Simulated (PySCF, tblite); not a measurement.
**C₅H₆Cl₂O− (doublet): geometry, infrared bands and EPR parameters**

What infrared bands and EPR parameters should C₅H₆Cl₂O− (doublet) (`[CH2-][C]=CC(Cl)(Cl)CO`) show?

Programs: tblite 0.8.0 and PySCF 2.14.0, with density-fitted response routines of our own. Each step states its level of theory. These are calculated values for one molecule in the gas phase, unless marked as measured. Atoms count from 0, in the outputs and in this text.

### Step 1. Starting geometry

14 atoms, charge -1, multiplicity 2; geometry from: force field or distance geometry start.

Bonds of the start (Å): C0–C1 1.48, C1–C2 1.29, C2–C3 1.49, C3–Cl4 1.79, C3–Cl5 1.76, C3–C6 1.51, C6–O7 1.38, C0–H8 1.08, C0–H9 1.07, C2–H10 1.09, C6–H11 1.11, C6–H12 1.10, O7–H13 0.98.

### Step 2. Geometry optimisation with GFN2-xTB

Job settings and geometry (Å):

```
{"job": {"kind": "relax", "xc": "GFN2-xTB", "basis": "xTB"}, "charge": -1, "multiplicity": 2}
C      2.627000     0.312000     0.688300
C      1.435100     1.032500     1.182600
C      0.212100     0.670000     0.988000
C     -0.151000    -0.523900     0.180600
Cl    -0.286600    -1.989800     1.206600
Cl     0.929900    -0.849900    -1.166300
C     -1.537200    -0.284700    -0.380100
O     -2.501200    -0.086300     0.594000
H      2.624700    -0.769200     0.753800
H      3.430600     0.892400     0.281500
H     -0.617200     1.253900     1.390200
H     -1.844300    -1.124800    -1.029800
H     -1.476000     0.640300    -0.979200
H     -2.846800     0.827000     0.547500
```

The run is started by

```bash
OMP_NUM_THREADS=1 python probes_run.py task.json out
```

One launch serves the whole session: the jobs run in the order shown.

Output:

```text
step      E/eV     max force
  0    -733.67251    6.386
  1    -734.15439    2.364
  2    -734.32938    1.559
  3    -734.59552    1.580
  4    -734.74938    1.593
  5    -734.91895    1.067
  6    -735.07254    0.964
  7    -735.17660    1.120
  8    -735.27558    0.979
  9    -735.37573    0.778
 10    -735.43576    0.601
 11    -735.47123    0.356
 12    -735.49564    0.485
 13    -735.52668    0.542
 14    -735.55994    0.519
 15    -735.58826    0.426
 16    -735.61580    0.465
 17    -735.65447    0.554
 18    -735.69621    0.822
 19    -735.72126    0.989
 20    -735.77844    0.664
 21    -735.81132    0.461
 22    -735.83706    0.529
 23    -735.86029    0.474
 24    -735.88206    0.343
 25    -735.89795    0.353
 26    -735.90410    0.860
 27    -735.92240    0.375
 28    -735.93555    0.367
 29    -735.95964    0.634
 30    -735.97218    0.484
 31    -735.98909    0.663
 32    -736.00050    0.402
 33    -736.00892    0.650
 34    -736.02135    0.362
 35    -736.05623    0.436
 36    -736.06924    2.084
 37    -736.11241    0.672
 38    -736.13399    0.580
 39    -736.09757    2.132
 40    -736.16344    0.552
 41    -736.17631    0.524
 42    -736.20243    0.830
 43    -736.21313    0.311
 44    -736.21891    0.336
 45    -736.23222    0.348
 46    -736.24368    0.259
 47    -736.25568    0.261
 48    -736.26674    0.276
 49    -736.27867    0.276
 50    -736.28707    0.302
 51    -736.29563    0.206
 52    -736.30109    0.214
 53    -736.30687    0.164
 54    -736.31138    0.169
 55    -736.31646    0.150
 56    -736.32228    0.180
 57    -736.32933    0.241
 58    -736.33827    0.261
 59    -736.35104    0.296
 60    -736.36693    0.321
 61    -736.38545    0.344
 62    -736.40976    0.385
 63    -736.43530    0.425
 64    -736.45408    0.396
 65    -736.46323    0.742
 66    -736.48648    0.358
 67    -736.50295    0.288
 68    -736.51964    0.255
 69    -736.53284    0.310
 70    -736.54415    0.268
 71    -736.55182    0.191
 72    -736.55680    0.146
 73    -736.56093    0.144
 74    -736.56502    0.147
 75    -736.56783    0.115
 76    -736.56940    0.080
 77    -736.57029    0.075
 78    -736.57097    0.069
 79    -736.57161    0.053
 80    -736.57229    0.059
 81    -736.57298    0.068
 82    -736.57361    0.103
 83    -736.57416    0.110
 84    -736.57471    0.100
 85    -736.57531    0.075
 86    -736.57586    0.053
 87    -736.57629    0.057
 88    -736.57668    0.056
 89    -736.57722    0.052
 90    -736.57794    0.051
 91    -736.57874    0.059
 92    -736.57946    0.061
 93    -736.58016    0.087
 94    -736.58101    0.095
 95    -736.58199    0.092
 96    -736.58288    0.106
 97    -736.58371    0.125
 98    -736.58483    0.131
 99    -736.58657    0.116
100    -736.58876    0.111
101    -736.59074    0.121
102    -736.59257    0.106
103    -736.59495    0.107
104    -736.59583    0.230
105    -736.60015    0.130
106    -736.60253    0.129
107    -736.60447    0.120
108    -736.60535    0.106
109    -736.60682    0.097
110    -736.60880    0.111
111    -736.61119    0.177
112    -736.61369    0.213
113    -736.61165    0.308
114    -736.61891    0.140
115    -736.62241    0.131
116    -736.63313    0.178
117    -736.63851    0.203
118    -736.64405    0.288
119    -736.64856    0.227
120    -736.65162    0.163
121    -736.65339    0.188
122    -736.65522    0.122
123    -736.65686    0.102
124    -736.65893    0.112
125    -736.66087    0.227
126    -736.66416    0.169
127    -736.66866    0.147
128    -736.67553    0.204
129    -736.67568    0.212
130    -736.68009    0.143
131    -736.68149    0.108
132    -736.68289    0.097
133    -736.68452    0.075
134    -736.68511    0.070
135    -736.68565    0.077
136    -736.68638    0.074
137    -736.68717    0.072
138    -736.68786    0.066
139    -736.68829    0.054
140    -736.68865    0.049
141    -736.68906    0.060
142    -736.68972    0.067
143    -736.69056    0.077
144    -736.69144    0.083
145    -736.69235    0.069
146    -736.69323    0.054
147    -736.69370    0.047
148    -736.69417    0.041
149    -736.69441    0.035
150    -736.69459    0.030
151    -736.69475    0.034
152    -736.69488    0.032
153    -736.69499    0.028
154    -736.69510    0.021
155    -736.69522    0.023
156    -736.69531    0.023
157    -736.69539    0.023
158    -736.69548    0.024
159    -736.69561    0.026
160    -736.69576    0.028
161    -736.69588    0.023
162    -736.69595    0.019
163    -736.69598    0.017
164    -736.69601    0.012
165    -736.69605    0.016
166    -736.69609    0.018
167    -736.69612    0.012
168    -736.69613    0.010
```

Wall time 1.2 s (1 thread of Arm Neoverse V2, shared host).

The steps of the relaxation: (not every step is listed)

| step | energy from step 0 (eV) | largest force (eV/Å) |
| --- | --- | --- |
| 0 | 0.0000 | 6.3860 |
| 1 | -0.4819 | 2.3644 |
| 2 | -0.6569 | 1.5592 |
| 3 | -0.9230 | 1.5797 |
| 4 | -1.0769 | 1.5925 |
| 5 | -1.2464 | 1.0674 |
| 6 | -1.4000 | 0.9643 |
| 7 | -1.5041 | 1.1201 |
| 8 | -1.6031 | 0.9789 |
| 23 | -2.1878 | 0.4742 |
| 38 | -2.4615 | 0.5804 |
| 53 | -2.6344 | 0.1637 |
| 68 | -2.8471 | 0.2547 |
| 83 | -2.9017 | 0.1095 |
| 98 | -2.9123 | 0.1305 |
| 113 | -2.9391 | 0.3080 |
| 128 | -3.0030 | 0.2044 |
| 143 | -3.0181 | 0.0774 |
| 158 | -3.0230 | 0.0244 |
| 163 | -3.0235 | 0.0166 |
| 164 | -3.0235 | 0.0122 |
| 165 | -3.0235 | 0.0160 |
| 166 | -3.0236 | 0.0185 |
| 167 | -3.0236 | 0.0118 |
| 168 | -3.0236 | 0.0103 |

Close pairs (by a distance rule), those that changed most:

| bond | before (Å) | after (Å) | change (Å) |
| --- | --- | --- | --- |
| C3–Cl4 | 1.794 | 3.842 | +2.047 |
| C0–C1 | 1.478 | 1.293 | -0.185 |
| C2–C3 | 1.486 | 1.383 | -0.103 |
| C1–C2 | 1.290 | 1.332 | +0.042 |
| C3–Cl5 | 1.757 | 1.731 | -0.027 |
| O7–H13 | 0.978 | 0.993 | +0.015 |
| C3–C6 | 1.514 | 1.500 | -0.014 |
| C0–H9 | 1.072 | 1.084 | +0.012 |

The next job starts from the end point, and lists it.

### Step 3. Harmonic vibrations with GFN2-xTB

Job settings and geometry (Å):

```
{"job": {"kind": "ir", "xc": "GFN2-xTB", "basis": "xTB"}, "charge": -1, "multiplicity": 2}
C      2.994060     0.501481     0.944357
C      1.737032     0.265192     0.758157
C      0.440248     0.009556     0.593470
C     -0.262548     0.008255    -0.597726
Cl    -1.875376    -0.952541     2.754084
Cl     0.571676     0.318455    -2.081959
C     -1.731118    -0.278903    -0.699292
O     -2.503275     0.466135     0.190978
H      3.742815    -0.281118     0.906284
H      3.375011     1.493452     1.156956
H     -0.157068    -0.241311     1.475152
H     -1.888955    -1.360334    -0.530245
H     -2.081362    -0.039692    -1.711304
H     -2.361818     0.090903     1.098944
```

Output:

```text
mode    cm-1     km/mol
  1      40.4      3.19
  2      60.7      3.89
  3      85.1      8.98
  4     107.4     10.85
  5     124.8     19.82
  6     185.2      5.48
  7     233.5     21.96
  8     267.8      2.15
  9     282.2      4.96
 10     303.9      6.61
 11     399.7      2.48
 12     472.7      1.23
 13     575.1      2.32
 14     662.5      9.40
 15     777.6    102.82
 16     821.4     35.84
 17     888.9     16.69
 18     931.1      8.49
 19     959.8      0.40
 20    1030.0     27.61
 21    1079.6    112.06
 22    1104.9     16.36
 23    1199.0     50.46
 24    1226.4     69.88
 25    1308.9      4.62
 26    1377.9     21.44
 27    1380.8     46.63
 28    1437.8      3.21
 29    1453.6      3.06
 30    1964.1    181.21
 31    2784.7     34.87
 32    2867.3    483.28
 33    2914.6    268.92
 34    2972.0   1092.66
 35    2975.2     71.18
 36    2997.1    105.63
```

Wall time 0.46 s (1 thread of Arm Neoverse V2, shared host).

Which atoms move in the most intense modes:

| cm⁻¹ | km/mol | atoms |
| --- | --- | --- |
| 778 | 102.8 | H13 92 % |
| 1080 | 112.1 | C6 33 %, O7 29 %, C2 11 % |
| 1964 | 181.2 | C1 68 %, C0 23 % |
| 2867 | 483.3 | H10 88 % |
| 2915 | 268.9 | H12 88 % |
| 2972 | 1092.7 | H13 83 % |
| 2975 | 71.2 | H8 47 %, H9 42 % |
| 2997 | 105.6 | H9 51 %, H8 44 % |

The optimised geometry no longer has the bonds of the starting formula, so what follows describes that rearranged structure.

### Step 4. g tensor and hyperfine couplings: B3LYP/pcH-1

The job, as its differences from that of step 3:

```diff
@@ -1,2 +1,2 @@
-{"job": {"kind": "ir", "xc": "GFN2-xTB", "basis": "xTB"}, "charge": -1, "multiplicity": 2}
+{"job": {"kind": "epr", "basis": "pcH-1"}, "charge": -1, "multiplicity": 2}
 C      2.994060     0.501481     0.944357
```

Level: UKS B3LYP, pcH-1 on C Cl H O, non-relativistic, mean-field spin-orbit, GIAO.

Output:

```text
UKS, coarse grid
  cycle   1  E = -1189.64117458  |g| = 5.91e-01
  cycle   2  E = -1189.44721259  |g| = 9.29e-01
  cycle   3  E = -1189.77813375  |g| = 1.57e-01
  cycle   4  E = -1189.78848297  |g| = 5.69e-02
  cycle   5  E = -1189.78976197  |g| = 1.97e-02
  cycle   6  E = -1189.78993635  |g| = 1.08e-02
  cycle   7  E = -1189.79001934  |g| = 3.36e-03
  cycle   8  E = -1189.79003231  |g| = 1.72e-03
  cycle   9  E = -1189.79003428  |g| = 8.48e-04
UKS, final grid
  cycle   1  E = -1189.78999106  |g| = 1.49e-03
  cycle   2  E = -1189.78998807  |g| = 2.88e-03
  cycle   3  E = -1189.78999234  |g| = 1.34e-04
  cycle   4  E = -1189.78999237  |g| = 1.13e-04
  cycle   5  E = -1189.78999240  |g| = 6.61e-05
  cycle   6  E = -1189.78999241  |g| = 1.40e-05
E = -1189.78999241 Eh   <S^2> = 0.7733 (exact 0.7500)
g shifts (ppm)      1          2          3
  rmc          -164       -164       -164
  gc             -2         48         46
  oz_so        -409       2247       3484
  total        -575       2131       3366
hyperfine (MHz)  atom isotope    a_iso     a_fc   dipolar eigenvalues
    0   13C     -36.60     -36.61     -8.45      1.71      6.75
    1   13C      45.98      46.06    -47.83    -36.30     84.14
    2   13C     -46.76     -46.79    -26.29      9.94     16.35
    3   13C      81.77      81.42    -59.08    -57.71    116.80
    4  35Cl       0.31       0.31     -0.47      0.15      0.32
    5  35Cl       2.94       3.03    -17.34     -9.45     26.79
    6   13C     -22.00     -22.00     -1.03     -0.16      1.19
    7   17O      -5.96      -5.94     -8.86      4.15      4.71
    8    1H      97.47      97.47     -2.77     -2.22      4.99
    9    1H      96.98      96.98     -2.80     -2.21      5.00
   10    1H      14.13      14.13     -5.05     -1.14      6.20
   11    1H      65.66      65.66     -4.48     -1.86      6.34
   12    1H      12.50      12.49     -3.73     -2.92      6.65
   13    1H      -1.91      -1.91     -3.21     -1.31      4.52
```

It took 1.9 min on 1 thread of Arm Neoverse V2, shared host; peak memory 0.97 GiB.

Principal g values 2.00174, 2.00445, 2.00569; g(iso) = 2.00396, against 2.00232 for a free electron.

Hyperfine couplings, nucleus by nucleus at this fixed geometry (no averaging over rotations):

| nuclei | isotope | a(iso) (MHz) | a(iso) (G, at g = 2.0023) | largest dipolar term (MHz) |
| --- | --- | --- | --- | --- |
| H8 | 1H | 97.5 | 34.8 | 5.0 |
| H9 | 1H | 97.0 | 34.6 | 5.0 |
| C3 | 13C | 81.8 | 29.2 | 116.8 |
| H11 | 1H | 65.7 | 23.4 | 6.3 |
| C2 | 13C | -46.8 | -16.7 | -26.3 |
| C1 | 13C | 46.0 | 16.4 | 84.1 |
| C0 | 13C | -36.6 | -13.1 | -8.5 |
| C6 | 13C | -22.0 | -7.8 | 1.2 |
| H10 | 1H | 14.1 | 5.0 | 6.2 |
| H12 | 1H | 12.5 | 4.5 | 6.7 |
| O7 | 17O | -6.0 | -2.1 | -8.9 |
| Cl5 | 35Cl | 2.9 | 1.0 | 26.8 |
| H13 | 1H | -1.9 | -0.7 | 4.5 |
| Cl4 | 35Cl | 0.3 | 0.1 | -0.5 |

Mulliken spin populations:

C0 -0.10; C1 0.54; C2 -0.23; C3 0.65; Cl4 0.00; Cl5 0.04; C6 -0.04; O7 0.02; H8 0.05; H9 0.05; H10 0.01; H11 0.03; H12 0.00; H13 0.00

The fields below are evaluated on a grid from the run's orbitals.

ELF in a plane through or near 9 of the atoms.

Ten even steps from '0' (0.00) to '9' (1.00):
```
0000000000000000000000000000
0000000000000000000000000000
0000000000000012443210000000
0000000000000136787630000000
0000000000000368878862000000
0000000000000368335862000000
0000000220000037748862000000
0000013664104631675300000000
0000024787427995012210000000
0000146487373583002332000000
0000255473481273345421000000
0000146688554831915420000000
0000024664101422856971000000
0000002310157686149996000000
0000000000584737207995000000
0000000001585428500561000000
0000000000257788510000000000
0000000000012344200000000000
0000000000000000000000000000
0000000000000000000000000000
```
The map spans 12.6 Å across and 10.8 Å up, centred on the molecule. Atoms in the plane (x, y in Å): C0 (-3.1, 0.1), C1 (-1.8, 0.1), C2 (-0.5, 0.2), C3 (0.4, -0.8), Cl4 (1.6, 2.8), Cl5 (-0.2, -2.5), C6 (1.9, -0.7), H10 (0.0, 1.2), H12 (2.4, -1.7).

On the surface of density 0.002 e/bohr³ the electrostatic potential runs, from the 1st to the 99th percentile, from -5.58 V near Cl4 to -1.78 V near H9.

The spin density lies nearest to C1, C3 about 33 % each; C2 8 % (beta excess); Cl5 8 %.

### Step 5. Summary of results

| quantity | value |
| --- | --- |
| strongest single infrared mode (GFN2-xTB) | 2972 cm⁻¹, 1093 km/mol |
| zero-point energy (GFN2-xTB) | 57.5 kcal/mol |
| g(iso) (B3LYP) | 2.00396 |
| ⟨S²⟩ | 0.773 (exact 0.75) |
| largest a(iso) | 1H on H8, 97.5 MHz |

**Reading.** The optimisation took 168 steps and gained 3.024 eV; among the close pairs (by a distance rule), C3–Cl4 changed most, from 1.794 to 3.842 Å. No mode is imaginary among the 36: a minimum at this level. Unscaled tight-binding wavenumbers are off by several per cent, some by more. Its intensities can rank the bands wrongly. The structure rearranged or came apart on optimisation; the results belong to the end geometry, not to the formula as drawn. The largest spin populations lie on C3 (0.65 e), C1 (0.54 e). The isotropic g lies 1.6 ppt above the free-electron value.
